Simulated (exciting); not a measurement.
# AlCl: equation of state with PBEsol

AlCl:

```
Al Cl
1.0
     0.00000    2.84863    2.84863
     2.84863    0.00000    2.84863
     2.84863    2.84863    0.00000
Al Cl
1 1
Direct
  0.50000 0.50000 0.50000
  0.00000 0.00000 0.00000
```

The cell was built by a generator and needn't be a form met in nature.

| Quantity | Value |
| --- | --- |
| Program | exciting (release sodium) |
| Task | equation of state |
| Functional | PBEsol |
| Potentials or basis | all-electron LAPW+lo, shipped species files, valence relativity iora* |
| rgkmax | 7.5 |
| k mesh | 8 × 8 × 8 |
| Occupations | fermi-dirac, width 0.05 eV |
| Spin | no spin polarisation |

```yaml
Equilibrium_volume: outside the volumes run
```

Energy against volume, from the lowest point:
| volume (Å³/atom) | energy (meV/atom) |
| --- | --- |
| 21.729 | 59.98 |
| 22.191 | 44.40 |
| 22.654 | 31.42 |
| 23.116 | 20.54 |
| 23.578 | 11.75 |
| 24.041 | 4.96 |
| 24.503 | 0.00 |

Caveat: the minimum lies outside the volumes run.
